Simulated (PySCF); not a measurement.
# InB (triplet): basis, grid and Hamiltonian

The method stays; parts of the set-up, such as the basis or the Hamiltonian, are changed.

The runs use PySCF 2.14.0; method and basis as typed in the scripts.

8 further runs of the same task are left out: 8 that didn't finish.

**1. Starting geometry**

InB (triplet): 2 atoms, charge 0, spin multiplicity 3.

Bond lengths: In1–B2 2.536 Å.

**2. The base run**

Contents of input.py:

```python
from pyscf import gto, dft

mol = gto.M(
    atom='In 0 0 0; B 0 0 2.536',
    basis='sbkjc',
    ecp={'In': 'sbkjc', 'B': 'sbkjc'},
    charge=0,
    spin=2,
    verbose=4,
)
mf = dft.UKS(mol, xc='tpssh')
mf.kernel()
mf.dip_moment()
print('orbital energies (hartree):', [e[max(0, n-3):n+3].round(4) for e, n in zip(mf.mo_energy, mol.nelec)])
```

Launch:

```sh
$ OMP_NUM_THREADS=1 python input.py
```

The log of this run is left out.

Base result: E(SCF) = -191.700269 Eh, ⟨S²⟩ = 2.058, μ = 3.07 D.

The bond length is a typed value, not an optimised one. The triplet is typed in the script; nothing here shows that it is the ground state.

**3. Def2-svpd**

Edit 1 changes basis set: sbkjc → def2-svpd. The core potential changes with it: totals don't compare.

Contents of input.py:

```python
from pyscf import gto, dft

mol = gto.M(
    atom='In 0 0 0; B 0 0 2.536',
    basis='def2-svpd',
    ecp={'In': 'def2-svpd'},
    charge=0,
    spin=2,
    verbose=4,
)
mf = dft.UKS(mol, xc='tpssh')
mf.kernel()
mf.dip_moment()
print('orbital energies (hartree):', [e[max(0, n-3):n+3].round(4) for e, n in zip(mf.mo_energy, mol.nelec)])
```

Launch:

```sh
$ OMP_NUM_THREADS=1 python input.py
```

**4. Ano-rcc-vdzp (core potential off, X2C on)**

Edit 2 changes basis set: sbkjc → ano-rcc-vdzp; core potential: on → off; spin-free X2C: off → on. The core potential changes with it: totals don't compare.

input.py: that of step 2 with these lines changed.

```diff
@@ -4,4 +4,3 @@
     atom='In 0 0 0; B 0 0 2.536',
-    basis='sbkjc',
-    ecp={'In': 'sbkjc', 'B': 'sbkjc'},
+    basis='ano-rcc-vdzp',
     charge=0,
@@ -11,2 +10,3 @@
 mf = dft.UKS(mol, xc='tpssh')
+mf = mf.sfx2c1e()
 mf.kernel()
```

Before running it: what results should come out? Wanted: for each run, E(SCF); from base; gap, α spin; SCF dipole.

**Answer**, as computed:

| run | E(SCF) (hartree) | from base (eV) | cycles | gap, α spin (eV) | SCF dipole (D) | functions |
| --- | --- | --- | --- | --- | --- | --- |
| base | -191.700269 | 0 | 18 | 0.86 | 3.07 | 39 |
| def2-svpd | -214.728310 | not comparable | 15 | 0.88 | 3.01 | 52 |
| ano-rcc-vdzp (core potential off, X2C on) | -5905.380780 | not comparable | 11 | 1.16 | 1.85 | 57 |

Total energies from different bases, Hamiltonians or methods carry different errors, so properties are taken as differences within one set-up.
